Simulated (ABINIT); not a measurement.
BiTe:

```
CELL_PARAMETERS angstrom
0.00000 3.23500 3.23500
3.23500 0.00000 3.23500
3.23500 3.23500 0.00000
ATOMIC_POSITIONS crystal
Bi 0.00000 0.00000 0.00000
Te 0.50000 0.50000 0.50000
```

Base run:

| Item | Value |
| --- | --- |
| Program | ABINIT 10.8.3 (patched build) |
| Functional | PW91 |
| Potentials or basis | JTH PAW PBE v2.0 |
| Cutoff | 707 eV |
| k mesh | 7 × 7 × 7 |
| Occupations | fermi-dirac, width 0.05 eV |
| Spin | no spin polarisation |

Its results: band gap on the k mesh none (metal or under the smearing width); pressure 0.6 GPa.

Question: The run is repeated on the same cell with these changes: functional from PW91 to PBEsol. What comes out?

Answer: Band gap on the k mesh none (metal or under the smearing width); pressure -1.8 GPa.

PBEsol binds more tightly than PW91, so the same cell stands under less pressure.

Caveats: the PAW data sets were made with another functional, which shifts forces and pressure a little; spin-orbit coupling is left out, which moves the levels of the heavy elements.
